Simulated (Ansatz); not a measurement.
# Ni (fcc type): a single-point run

Wanted: a converged single-point run for Ni (fcc type), and a check of what comes out.

Program: Ansatz 0.2.0. Level of theory: DFT, PBEsol, PAW with Ansatz's default frozen-core files, scalar-relativistic. These are calculated values, not measurements.

## (1) The starting structure

Symmetry: Fm-3m, No. 225, cubic system. The conventional cell has a = 3.463 Å, b = 3.463 Å, c = 3.463 Å, α = 90.00°, β = 90.00°, γ = 90.00°. Around Ni (site symmetry m-3m) lie 12 Ni at 2.45 Å.

Structure file:

```
Ni
1.0
     0.00000    1.73161    1.73161
     1.73161    0.00000    1.73161
     1.73161    1.73161    0.00000
Ni
1
Direct
  0.00000 0.00000 0.00000
```

## (2) Running it

input.yaml reads:

```yaml
crystal:
  lattice:
    - [0.0, 1.7316111335, 1.7316111335]
    - [1.7316111335, 0.0, 1.7316111335]
    - [1.7316111335, 1.7316111335, 0.0]
  atoms:
    - { symbol: Ni, position: [0.0, 0.0, 0.0], spin: 1.0 }
magnetization:
  spin_polarized: true
kpoints:
  mp_grid: { grid: [20, 20, 20] }
  band_path:
    path:
      - [0.0, 0.0, 0.0]
      - [0.5, 0.0, 0.5]
      - [0.625, 0.25, 0.625]
      - [0.375, 0.375, 0.75]
      - [0.0, 0.0, 0.0]
      - [0.5, 0.5, 0.5]
      - [0.5, 0.25, 0.75]
      - [0.5, 0.0, 0.5]
    npoints: 8
scf:
  occupations: { method: fermi_dirac, width: 0.05 }
  mixing: { algorithm: anderson, beta: 0.95, ndim: 1, preconditioner: none }
  max_iter: 80
hamiltonian:
  xc: pbesol
  pseudopotentials: { kind: paw }
output:
  forces: true
  stress: true
  eigenvalues: true
  populations: true
```

On the command line:

```
$ ansatz run input.yaml --threads 1 --pin off --max-ram 3072MiB --backend cpu --events-out ev --progress --plain --runs-dir out
```

Q: Will this input give a usable result? If not, why, and what should change?

The program finished normally, with warnings (stability check not made). Convergence says nothing about whether the input makes sense.

In the input, scf.mixing.algorithm is anderson; scf.mixing.beta is 0.95; scf.mixing.ndim is 1; scf.mixing.preconditioner is none. What could go wrong: mixing too aggressive. Here it converged all the same; such a setting changes the road, not the converged state. Several mixing settings were changed at once, so this run can't tell how much each is to blame.

Run again and compare: delete scf.mixing.algorithm, scf.mixing.beta, scf.mixing.ndim and scf.mixing.preconditioner (the default then holds).
